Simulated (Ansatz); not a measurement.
# doublet SnO−: levels of theory compared

Aim: a comparison of 5 runs (UHF/def2-TZVPPD, U-wB97X/def2-TZVPPD, UPBE/def2-TZVPPD, UCCSD/def2-TZVPPD, UCCSD(T)/def2-TZVPPD) of doublet SnO−. 

The calculation is run with Ansatz 0.2.0.

47 further runs of the same task are left out: 1 that didn't finish, 46 set aside as unsound or not needed.

## (1) Starting point

The species is SnO− (2 atoms), meant as a doublet with charge -1. As SMILES of the parent species, `[O]=[Sn]`. The shape is that of a PBE0-D4/def2-TZVP optimisation. That shape belongs to the parent species and isn't relaxed for this state.

Bond lengths: O1–Sn2 1.818 Å.

## (2) The energy at UHF/def2-TZVPPD (core potential) (run 1)

Input file in.yaml:

```yaml
crystal:
  periodic: [false, false, false]
  atoms:
    - {symbol: O, position_ang: [-0.000000, 0.000000, -0.007080]}
    - {symbol: Sn, position_ang: [0.000000, -0.000000, 1.810660]}
basis:
  gaussian:
    orbitals: def2-TZVPPD.json
total_charge: -1
magnetization:
  spin_polarized: true
  initial_magnetization: 1
hamiltonian:
  xc: hf
accuracy: high
output: {orbitals: {seedname: orbitals}}
```

The basis set def2-TZVPPD is read from a file made from the Basis Set Exchange's data (not shown).

Launch:

```bash
$ ansatz run in.yaml --threads 1 --pin off --max-ram 3480MiB --events-out events.jsonl --progress --plain --runs-dir runs
```

The program printed:

```text
Warning: RAYON_NUM_THREADS=1 ignored (pool sized by the plan → 1); use --threads N
Functional definition: HF
  name "HF"
  exchange = exact_x
  correlation = 0
1538 factors; integrals over basis functions are off by at most 3.3e-9 eV
mean field evaluation 1: about -7842.3231 eV, gradient 1.1e1 eV
mean field evaluation 2: about -7842.3299 eV, gradient 1.1e1 eV
mean field evaluation 4: about -7843.0730 eV, gradient 2.3e0 eV
mean field evaluation 8: about -7843.1284 eV, gradient 2.2e-1 eV
mean field evaluation 16: about -7843.1324 eV, gradient 4.5e-7 eV
mean field evaluation 32: about -7843.1028 eV, gradient 3.7e-2 eV
mean field evaluation 64: about -7843.2050 eV, gradient 1.1e-6 eV
mean field evaluation 96: about -7841.9264 eV, gradient 4.7e-1 eV
mean field evaluation 128: about -7840.5685 eV, gradient 3.0e0 eV
mean field evaluation 160: about -7838.6802 eV, gradient 2.3e1 eV
mean field evaluation 192: about -7840.0661 eV, gradient 3.1e0 eV
mean field evaluation 224: about -7839.7331 eV, gradient 6.3e0 eV
mean field evaluation 256: about -7843.1006 eV, gradient 8.8e-1 eV
mean field evaluation 288: about -7843.1019 eV, gradient 7.5e-2 eV
mean field evaluation 320: about -7843.1322 eV, gradient 2.2e-2 eV
mean field evaluation 352: about -7831.9505 eV, gradient 1.3e1 eV
mean field -7843.20496073 eV, -288.2324659915 hartree, gradient 2.5e-8 eV, S^2 1.370182; 4 other end points of the search recorded, 0 dependent functions left out
reference -7843.20496073 eV, -288.2324659915 hartree; 16, 15 occupied and 80, 81 virtual orbitals, 1538 factors
Total energy: -7843.20496073 eV, -288.2324659915 hartree
```

Run time: 16 s. Hardware: 1 thread of Arm Neoverse V1, shared host; peak memory 0.27 GiB.

## (3) The energy at U-wB97X/def2-TZVPPD (core potential) (run 2)

Input file in.yaml:

```yaml
basis:
  gaussian: {orbitals: def2-TZVPPD.json}
crystal:
  periodic: [false, false, false]
  atoms:
    - symbol: O
      position_ang: [-0.000000, 0.000000, -0.007080]
    - symbol: Sn
      position_ang: [0.000000, -0.000000, 1.810660]
total_charge: -1
magnetization: {spin_polarized: true, initial_magnetization: 1}
hamiltonian: {xc: {name: wB97X}}
accuracy: high
output: {orbitals: {seedname: orbitals}}
```

The basis set def2-TZVPPD is read from a file made from the Basis Set Exchange's data (not shown).

Launch:

```bash
$ ansatz run in.yaml --threads 1 --pin off --max-ram 3480MiB --events-out events.jsonl --progress --plain --runs-dir runs
```

The program printed, shortened:

```text
Warning: RAYON_NUM_THREADS=1 ignored (pool sized by the plan → 1); use --threads N
Functional definition: wB97X
  name "wB97X"
[...]
      + exact_x_lr(omega)
[...]
      + integral(e_c_pw_opposite_spin*poly(b97_u_opposite, 1, cos1, cos2, cos3, cos4))
1538 factors; integrals over basis functions are off by at most 3.3e-9 eV
347 factors; integrals over basis functions are off by at most 2.0e-9 eV
[...]
mean field -7880.02448168 eV, -289.5855584294 hartree, gradient 8.6e-8 eV, S^2 0.756138; 0 other end points of the search recorded, 0 dependent functions left out
reference -7880.02447972 eV, -289.5855583572 hartree; 16, 15 occupied and 80, 81 virtual orbitals, 1538 factors
Total energy: -7880.02447972 eV, -289.5855583572 hartree
```

Wall time 39 s (1 thread of Arm Neoverse V1, shared host); peak memory 0.59 GiB.

Runs 3 to 4 aren't shown in full; the table further down has their settings and results.

## (4) The energy at UCCSD(T)/def2-TZVPPD (core potential) (run 5)

Input file job.yaml:

```yaml
crystal:
  periodic: [false, false, false]
  atoms:
    - {symbol: O, position_ang: [-0.000000, 0.000000, -0.007080]}
    - {symbol: Sn, position_ang: [0.000000, -0.000000, 1.810660]}
basis:
  gaussian: {orbitals: def2-TZVPPD.json}
total_charge: -1
magnetization: {spin_polarized: true, initial_magnetization: 1}
correlation: {method: ccsd_t, frozen_orbitals: {O: 1, Sn: 4}}
accuracy: high
scf: {omitted_lower_state_checks: [cluster_reference, increment]}
```

The basis set def2-TZVPPD is read from a file made from the Basis Set Exchange's data (not shown).

Launch:

```bash
$ ansatz run job.yaml --threads 1 --pin off --max-ram 3480MiB --events-out events.jsonl --progress --plain --runs-dir runs
```

The program printed, shortened:

```text
Warning: RAYON_NUM_THREADS=1 ignored (pool sized by the plan → 1); use --threads N
Functional definition: HF
  name "HF"
[...]
1538 factors; integrals over basis functions are off by at most 3.3e-9 eV
[...]
mean field -7843.20496073 eV, -288.2324659915 hartree, gradient 1.9e-8 eV, S^2 1.370182; 14 other end points of the search recorded, 0 dependent functions left out
5 core orbitals not correlated: weight in the atoms' cores, before any rotation towards them, 1.000 or more for the frozen orbitals, at most 0.000 for the correlated occupied ones
reference -7843.20496073 eV, -288.2324659915 hartree; 11, 10 occupied and 80, 81 virtual orbitals, 1538 factors
second order -14.04821548 eV of doubles, -0.00000000 eV of singles
cycle   1  -13.53110521 eV  change    5.2e-1 eV  update   1.6e-1
[...]
cycle  32  -14.78528386 eV  change  -9.3e-10 eV  update  3.5e-10
perturbative correction -0.63172698 eV, -0.0232155382 hartree
Total energy: -7858.62197157 eV, -288.7990306898 hartree
Checks for a lower state left out: cluster_reference, increment
```

It took 62 s on 1 thread of Arm Neoverse V1, shared host; peak memory 0.93 GiB.

## (5) Overview of the runs

```tsv
run	level	frozen core orbitals	energy (Eh)	HOMO energy (eV)	LUMO energy (eV)	⟨S²⟩	wall time
1	UHF/def2-TZVPPD (core potential)	–	-288.232466	-0.74	5.26	1.370	16 s
2	U-wB97X/def2-TZVPPD (core potential)	–	-289.585558	-0.44	4.53	0.756	39 s
3	UPBE/def2-TZVPPD (core potential)	–	-289.501437	2.11	2.26	0.753	20 s
4	UCCSD/def2-TZVPPD (core potential)	5	-288.775815	–	–	1.370	51 s
5	UCCSD(T)/def2-TZVPPD (core potential)	5	-288.799031	–	–	1.370	62 s
```

## (6) Summary of results

```
                                          quantity          value
                               run 5: total energy  -288.79903 Eh
run 5: correlation energy (5 core orbitals frozen)     -566.6 mEh
                             run 5: (T) correction     -23.22 mEh
          run 5: ⟨S²⟩ of the reference determinant          1.370
                              run 5: T1 diagnostic          0.087
```

Below the UHF energy at the same shape and in the same basis (def2-TZVPPD): UCCSD -543.3 mEh; UCCSD(T) -566.6 mEh. Totals of different functionals can't be ranked against each other. In run 3 the HOMO lies above zero, so the outermost electron may be held by the basis alone. Spin contamination of the reference: run 1 ⟨S²⟩ = 1.37, run 4 ⟨S²⟩ = 1.37, run 5 ⟨S²⟩ = 1.37. Where it is this large, the reference is a mixture of spin states, and values that rest on it are in doubt. All runs together took 3.1 min, the longest 62 s.
